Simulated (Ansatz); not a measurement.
LiMo:

```xyz
2
Lattice="2.6735 0.0000 0.0000 -1.3367 2.3153 0.0000 0.0000 0.0000 5.0047" Properties=species:S:1:pos:R:3 pbc="T T T"
Li    0.0000    0.0000    0.0000
Mo    0.0000    1.5435    2.5024
```

The cell was built by a generator and needn't be a form met in nature.

Base run:

| Item | Value |
| --- | --- |
| Program | Ansatz 0.2.0 |
| Functional | revPBE |
| Potentials or basis | Ansatz PAW |
| Cutoff | 420 eV (not typed: the program's choice for these potentials) |
| k mesh | 11 × 11 × 6 |
| Occupations | fermi-dirac, width 0.05 eV |
| Spin | no spin polarisation |

Its results: band gap on the k mesh none (metal or under the smearing width); pressure 2.7 GPa.

**Question.** After a change of settings the same cell gave: band gap on the k mesh none (metal or under the smearing width); pressure -2.5 GPa. Which change was it?
A. functional from revPBE to r2SCAN; cutoff from 420 eV (not typed: the program's choice for these potentials) to 500 eV (not typed: the program's choice for these potentials)
B. functional from revPBE to BLYP
C. functional from revPBE to PBEsol
D. functional from revPBE to RPBE

**Answer.** C.

PBEsol binds more tightly than revPBE, so the same cell stands under less pressure.

Caveats: the PAW data sets come from PBE, with cores solved anew for the run's functional, which leaves a small shift of forces and pressure.

Runs at the PBE level aren't shown here.
